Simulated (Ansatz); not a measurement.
# NZr: the cost of one run

Method: def2-QZVPP, core rule «outside noble gas», up to 5 orbitals frozen; program: Ansatz 0.2.0, Gaussian basis.

Plan: UHF; ROHF; CCSD(T) on UHF.

2 further runs of the same task are left out: 2 set aside as unsound or not needed. Runs told in other sessions of the task aren't counted.

**1. What is computed**

The geometry is a PBE0/def2-TZVP stationary point (not a proven minimum). No spin-orbit coupling is included. Elements past krypton take def2 core potentials.

2 atoms, charge 1, spin multiplicity 3.

Atoms are counted from 1 here; the program's logs count them from 0.

Bond lengths: Zr1–N2 1.735 Å.

**2. UHF**

Contents of in.yaml:

```yaml
crystal:
  periodic: [false, false, false]
  atoms:
    - {symbol: Zr, position_ang: [0.000000, 0.000000, 0.000000]}
    - {symbol: N, position_ang: [0.000000, 0.000000, 1.735000]}
basis:
  gaussian: {orbitals: "def2-QZVPP.json"}
total_charge: 1
magnetization: {spin_polarized: true, initial_magnetization: 2}
hamiltonian: {xc: hf}
output: {orbitals: {seedname: orbitals}}
```

Launch:

```
$ ansatz run in.yaml --threads 1 --pin off --events-out ev --progress --plain --max-ram 4096MiB --backend cpu
```

What time and memory should one allow on 1 thread of AMD EPYC 7R13, shared host?

About 18 s, with a peak of 0.29 GiB.
